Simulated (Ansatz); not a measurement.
# MnCoGe (P6_3/mmc): equation of state

One table from this session's results is given with a row withheld; the runs are named, their logs left out.

Computed with Ansatz 0.2.0 (DFT LDA, scalar-relativistic, plane waves, PAW, unless a step's input says otherwise).

### The system as given

It takes space group P6_3/mmc (No. 194, hexagonal). The conventional cell has a = 3.974 Å, b = 3.974 Å, c = 4.946 Å, α = 90.00°, β = 90.00°, γ = 120.00°. Mn (site symmetry -3m) has 2 Mn at 2.47 Å and 6 Co at 2.61 Å and 6 Ge at 2.61 Å as nearest neighbours. Co (site symmetry -6m2) has 5 Ge at 2.29 to 2.47 Å and 6 Mn at 2.61 Å as nearest neighbours. Around Ge (site symmetry -6m2) lie 5 Co at 2.29 to 2.47 Å and 6 Mn at 2.61 Å.

Structure file:

```cif
data_structure
_symmetry_space_group_name_H-M 'P 1'
_symmetry_Int_Tables_number 1
_cell_length_a 3.9741
_cell_length_b 3.9741
_cell_length_c 4.9458
_cell_angle_alpha 90.000
_cell_angle_beta 90.000
_cell_angle_gamma 120.000
_cell_volume 67.65
loop_
_atom_site_label
_atom_site_type_symbol
_atom_site_fract_x
_atom_site_fract_y
_atom_site_fract_z
_atom_site_occupancy
Mn1 Mn 0.00000 0.00000 0.00000 1
Mn2 Mn 0.00000 0.00000 0.50000 1
Co1 Co 0.33333 0.66667 0.75000 1
Co2 Co 0.66667 0.33333 0.25000 1
Ge1 Ge 0.66667 0.33333 0.75000 1
Ge2 Ge 0.33333 0.66667 0.25000 1
```

An earlier run at LDA left this cell at 11.275 Å³/atom and 0.00 GPa (12×12×8 mesh).

Volume factors to run: 0.980, 1.020, 0.960, 1.040.

Set-up of the first run:

The input, input.yaml:

```yaml
crystal:
  lattice:
    - [3.9474526016, 0.0, 0.0]
    - [-1.9737263008, 3.4185942332, 0.0]
    - [0.0, 0.0, 4.9125969707]
  atoms:
    - { symbol: Mn, position: [0.0, 0.0, 0.0], spin: 2.34 }
    - { symbol: Mn, position: [0.0, 0.0, 0.5], spin: 2.34 }
    - { symbol: Co, position: [0.3333333333, 0.6666666667, 0.75], spin: 0.4 }
    - { symbol: Co, position: [0.6666666667, 0.3333333333, 0.25], spin: 0.4 }
    - { symbol: Ge, position: [0.6666666667, 0.3333333333, 0.75] }
    - { symbol: Ge, position: [0.3333333333, 0.6666666667, 0.25] }
basis:
  ecutwfc: 420
  ecutrho_ratio: 4
kpoints:
  mp_grid: { grid: [12, 12, 8] }
hamiltonian:
  xc: lda
scf:
  occupations: { method: gaussian, width: 0.05 }
output:
  forces: true
  stress: true
  eigenvalues: true
  populations: true
magnetization:
  spin_polarized: true
relax:
  f_tol: 0.01
  max_steps: 40
  cell: { stress_tol: 0.1, fix: [volume] }
```

Run with:

```
$ ansatz run input.yaml --threads 2 --pin off --max-ram 5120MiB --backend cpu --events-out ev --progress --plain --runs-dir out
```

Among the steps run: Volume × 0.980; At 1.020 of the relaxed volume; Volume × 0.960; At 1.040 of the relaxed volume.

One table of the session follows, with a row left open; its other results are not shown here.

It belongs to the step «Energy and pressure against volume». 

```
volume (Å³/atom)  energy (meV/atom)  pressure (GPa)  moment of atom 1 (μB)
          10.824              13.28            9.91                   2.00
          11.049                  ?               ?                      ?
          11.275               0.00            0.00                   2.13
          11.500               2.94           -3.99                   2.21
          11.726              11.09           -7.41                   2.31
```

Estimate the missing values for volume (Å³/atom) = 11.049.

Worked estimate for «energy (meV/atom)». A straight line through the neighbours (10.824, 13.28) and (11.275, 0.00) gives 13.28 + (0.00 − 13.28) × (11.049 − 10.824) / (11.275 − 10.824) = 6.65; a parabola fitted to 3 rows on both sides gives 3.46.

As computed: energy (meV/atom): 3.10; pressure (GPa): 4.64; moment of atom 1 (μB): 2.06. In «energy (meV/atom)» the line misses by +3.55 and the parabola by +0.36.

To keep in mind: Warnings in the runs' records: stability check not made.
